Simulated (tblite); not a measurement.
# C6H11GeNO: the cost of one run

The runs use tblite 0.8.0 and PySCF 2.14.0, with density-fitted response routines of our own; the level of theory stands in each step. All values are computed, except where a source is named. Atoms are numbered from 0 throughout.

### 1 The molecule as given

20 atoms, charge 0, multiplicity 1; geometry from: force field or distance geometry start.

Bonds of the start (Å): C0–C1 1.51, C1–O2 1.25, C1–N3 1.43, N3–C4 1.46, C4–C5 1.50, C5–C6 1.34, C6–C7 1.49, C7–Ge8 1.92, Ge8–C4 1.93, C0–H9 1.10, C0–H10 1.11, C0–H11 1.11, N3–H12 1.06, C4–H13 1.11, C5–H14 1.09, C6–H15 1.10, C7–H16 1.11, C7–H17 1.11, Ge8–H18 1.54, Ge8–H19 1.55.

### 2 Optimising the geometry with GFN2-xTB

Job settings and geometry (Å):

```
{"job": {"kind": "relax", "xc": "GFN2-xTB", "basis": "xTB"}, "charge": 0, "multiplicity": 1}
C      3.395000    -0.325300    -0.413000
C      2.114600     0.465600    -0.310200
O      2.077700     1.630400    -0.757200
N      0.965900    -0.120800     0.306900
C     -0.306800     0.584100     0.428600
C     -1.249800    -0.130100     1.346300
C     -2.409000    -0.583900     0.864000
C     -2.727300    -0.363800    -0.573000
Ge    -1.213500     0.588800    -1.280400
H      4.194900     0.304100    -0.831200
H      3.219900    -1.199200    -1.076700
H      3.690500    -0.681100     0.595000
H      1.041700    -1.100000     0.700700
H     -0.141100     1.622000     0.782900
H     -0.988800    -0.262900     2.395500
H     -3.110700    -1.107000     1.527100
H     -2.846300    -1.338700    -1.094100
H     -3.656900     0.235000    -0.677400
H     -0.457300    -0.237900    -2.337700
H     -1.597800     2.031200    -1.707500
```

Started as:

```bash
OMP_NUM_THREADS=1 python probes_run.py task.json out
```

This one command runs all jobs of the session in turn.

Q: Estimate the wall time and peak memory of this first job on 1 thread of Intel Xeon at 2.50GHz, shared host.

About 3.2 s, with a peak of 0.18 GiB.
